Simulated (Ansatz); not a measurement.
**AlH₃O + H₂ + H₂O: a complex and its separated parts**

Aim: how far the complex at one end of a reaction step lies below its separated, relaxed parts, level by level.

Computed with Ansatz 0.2.0, Gaussian basis. Level: PBE0-D4/def2-TZVP structures, single points in def2-TZVPP, no counterpoise correction.

Levels: SPW92, PBE-D4, BLYP-D4, r2SCAN-D4, B97M-V, PBE0-D4, B3LYP-D4, r2SCAN0-D4, BHLYP-D4, CAM-B3LYP-D4, wB97X-V, wB97M-V, B2PLYP, PBE-QIDH, RPA on PBE, Hartree-Fock, MP2, CCSD, CCSD(T).

Correlated methods freeze the cores. B3LYP uses VWN-RPA correlation. B2PLYP carries no dispersion term here.

26 further runs of the same task are left out: 26 set aside as unsound or not needed.

**1. The starting structure**

The complex: 10 atoms, charge 0, spin multiplicity 1.

Atoms are counted from 1 here; the program's logs count them from 0.

Bond lengths: Al1–H3 1.585 Å, Al1–H4 1.576 Å, Al1–O6 1.724 Å, H2–H7 0.765 Å, H5–O8 0.973 Å, O6–H9 0.956 Å, O8–H10 0.960 Å. Angles: H3–Al1–H4 124.6°, H3–Al1–O6 117.9°, H4–Al1–O6 115.3°, Al1–O6–H9 121.3°, H5–O8–H10 105.7°.

Geometry (Å):

```
Al   -0.9148    0.6461   -0.5931
H    -0.7716   -1.4975   -0.7437
H    -1.5313    0.4849   -2.0445
H    -1.7602    0.7333    0.7347
H     1.2971   -0.0269    0.8598
O     0.7176    1.1863   -0.4641
H    -0.3534   -1.4324   -0.1070
O     1.1324   -0.8503    1.3505
H     1.2541    1.3372   -1.2414
H     0.9302   -0.5805    2.2488
```

Its parts: AlH₃O holds atoms 1, 3, 4, 6, 9; H₂ holds atoms 2, 7; H₂O holds atoms 5, 8, 10. Each part counts its atoms afresh in its own runs.

**2. Relaxing AlH₃O alone**

Contents of relax-a/in.yaml:

```yaml
crystal:
  periodic: [false, false, false]
  atoms:
    - {symbol: Al, position_ang: [-0.914769, 0.646057, -0.593107]}
    - {symbol: H, position_ang: [-1.531285, 0.484850, -2.044457]}
    - {symbol: H, position_ang: [-1.760160, 0.733254, 0.734670]}
    - {symbol: O, position_ang: [0.717574, 1.186264, -0.464063]}
    - {symbol: H, position_ang: [1.254087, 1.337204, -1.241362]}
basis:
  gaussian: {orbitals: def2-TZVP}
hamiltonian: {xc: pbe0, dispersion: d4}
relax: {f_tol: 0.005, max_steps: 200}
```

The command line of these runs was not kept.

Further steps of the session: Relaxing H₂ alone; Relaxing H₂O alone; wB97M-V/def2-TZVPP; CCSD(T)/def2-TZVPP; CCSD(T)/def2-QZVPP; Vibrations of AlH₃O; Vibrations of H₂; Vibrations of H₂O.

Before running it: what results should come out? Wanted: complex less parts, CCSD(T)/def2-TZVPP; with zero-point energy; largest T1 diagnostic.

The runs gave:

| quantity | value |
| --- | --- |
| complex less parts, CCSD(T)/def2-TZVPP | -36.7 kJ/mol |
| with zero-point energy | -13.8 kJ/mol |
| largest T1 diagnostic | 0.012 |

**Reading.** At CCSD(T) the complex lies 36.7 kJ/mol below its parts. Among the functionals BLYP-D4 lands nearest to CCSD(T) (-0.4 kJ/mol) and SPW92 farthest (-45.3 kJ/mol). Mean unsigned error by rung: LDA 45.3, GGA 6.2, meta-GGA 6.4, hybrid 6.4, range-separated hybrid 6.1, double hybrid 4.2 kJ/mol. PBE-D4 gives a relative energy 11.9 kJ/mol too low, outside chemical accuracy (1 kcal/mol, 4.2 kJ/mol). No counterpoise was applied, and triple zeta lacks some correlation, so the CCSD(T) reference has a basis error of its own, and close matches with it are partly luck.
